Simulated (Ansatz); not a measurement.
# C₄H₆Ge: up Jacob's ladder to CCSD(T)

The task here is to estimate one member of a computed series from the others.

Method: functionals in def2-TZVPP, the program's frozen cores in correlated methods; program: Ansatz 0.2.0, Gaussian basis.

The runs, in order: LDA (SPW92), PBE-D4, revPBE-D4, BLYP-D4, r2SCAN-D4, B97M-V, PBE0-D4, B3LYP-D4, r2SCANh-D4, r2SCAN0-D4, HSE06-D4, BHLYP-D4, CAM-B3LYP-D4, LC-ωPBE, ωB97X-V, ωB97M-V, B2PLYP, PBE-QIDH; CCSD(T)/def2-SVP; CCSD(T)/def2-TZVPP; MP2/def2-QZVPP; extrapolation to the limit; RPA on PBE.

### The relaxed structure

The geometry comes from an earlier relaxation with PBE0-D4 in a triple-zeta def2 set; it is a stationary point, not always the lowest conformer.

SMILES `C1=[CH][GeH2][CH]=C1`, 11 atoms, charge 0, spin multiplicity 1.

Atoms are counted from 1 here; the program's logs count them from 0.

Bond lengths: C1–C2 1.339 Å, C1–C5 1.476 Å, C1–H6 1.087 Å, C2–Ge3 1.943 Å, C2–H7 1.082 Å, Ge3–C4 1.943 Å, Ge3–H8 1.538 Å, Ge3–H9 1.538 Å, C4–C5 1.339 Å, C4–H10 1.082 Å, C5–H11 1.087 Å. Angles: C2–C1–C5 118.1°, C2–C1–H6 122.8°, C5–C1–H6 119.1°, C1–C2–Ge3 107.1°, C1–C2–H7 123.0°, Ge3–C2–H7 129.9°, C2–Ge3–C4 89.5°, C2–Ge3–H8 114.3°, C2–Ge3–H9 114.3°, C4–Ge3–H8 114.3°, C4–Ge3–H9 114.3°, H8–Ge3–H9 109.0°, Ge3–C4–C5 107.1°, Ge3–C4–H10 129.9°, C5–C4–H10 123.0°, C1–C5–C4 118.1°, C1–C5–H11 119.1°, C4–C5–H11 122.8°.

Set-up of the first run:

The input, in.yaml:

```yaml
crystal:
  periodic: [false, false, false]
  atoms:
    - {symbol: C, position_ang: [-1.236018, 0.071639, -0.529449]}
    - {symbol: C, position_ang: [-1.063635, -0.599050, 0.616346]}
    - {symbol: Ge, position_ang: [0.824220, -0.493648, 1.062987]}
    - {symbol: C, position_ang: [1.129413, 0.556334, -0.542935]}
    - {symbol: C, position_ang: [-0.053442, 0.694681, -1.154571]}
    - {symbol: H, position_ang: [-2.204569, 0.174249, -1.012543]}
    - {symbol: H, position_ang: [-1.874354, -1.085606, 1.142018]}
    - {symbol: H, position_ang: [1.548283, -1.850344, 1.080392]}
    - {symbol: H, position_ang: [1.124696, 0.251576, 2.374320]}
    - {symbol: H, position_ang: [2.046355, 0.979661, -0.930680]}
    - {symbol: H, position_ang: [-0.175347, 1.243408, -2.085183]}
basis:
  gaussian: {orbitals: def2-TZVPP}
hamiltonian: {xc: lda}
output: {orbitals: {seedname: orbitals}}
```

Among the steps run: LDA; PBE-D4 (GGA); revPBE-D4 (GGA); BLYP-D4 (GGA); r2SCAN-D4 (meta-GGA); B97M-V (meta-GGA); PBE0-D4 (hybrid); B3LYP-D4 (hybrid); r2SCANh-D4 (hybrid); r2SCAN0-D4 (hybrid); HSE06-D4 (hybrid); BHLYP-D4 (hybrid); CAM-B3LYP-D4 (range-separated); LC-ωPBE-D4 (range-separated; the results give it without D4); ωB97X-V (range-separated); ωB97M-V (range-separated); B2PLYP (double hybrid); PBE-QIDH (double hybrid).

One of the session's tables, all rows but one given; the rest of the session is left out.

It belongs to the step «Orbital energies across the functionals». 

| functional | HOMO (eV) | LUMO (eV) | gap (eV) |
| --- | --- | --- | --- |
| LDA (SPW92) | -5.99 | -2.51 | 3.47 |
| PBE-D4 | -5.79 | -2.31 | 3.49 |
| revPBE-D4 | -5.72 | -2.23 | 3.50 |
| BLYP-D4 | -5.61 | -2.15 | 3.46 |
| r2SCAN-D4 | -5.94 | -2.19 | 3.76 |
| B97M-V | -5.93 | -2.13 | 3.79 |
| PBE0-D4 | -6.79 | -1.40 | 5.39 |
| B3LYP-D4 | -6.57 | -1.59 | 4.98 |
| r2SCANh-D4 | -6.33 | -1.85 | 4.48 |
| r2SCAN0-D4 | -6.90 | -1.35 | 5.56 |
| HSE06-D4 | -6.39 | -1.78 | 4.61 |
| BHLYP-D4 | ? | ? | ? |
| CAM-B3LYP-D4 | -8.04 | -0.26 | 7.78 |
| LC-ωPBE | -9.42 | 0.83 | 10.24 |
| ωB97X-V | -9.03 | 0.76 | 9.79 |
| ωB97M-V | -8.95 | 0.67 | 9.62 |

**Question.** Estimate the row for BHLYP-D4.

Worked estimate for «HOMO (eV)». Against the share of exact exchange, BLYP-D4 (0, -5.61), B3LYP-D4 (0.2, -6.57) give a slope of -4.80 per unit share; at 0.5 the line stands at -8.01.

The run gave: HOMO (eV): -7.60; LUMO (eV): -0.34; gap (eV): 7.25. In «HOMO (eV)» the line misses by -0.41.
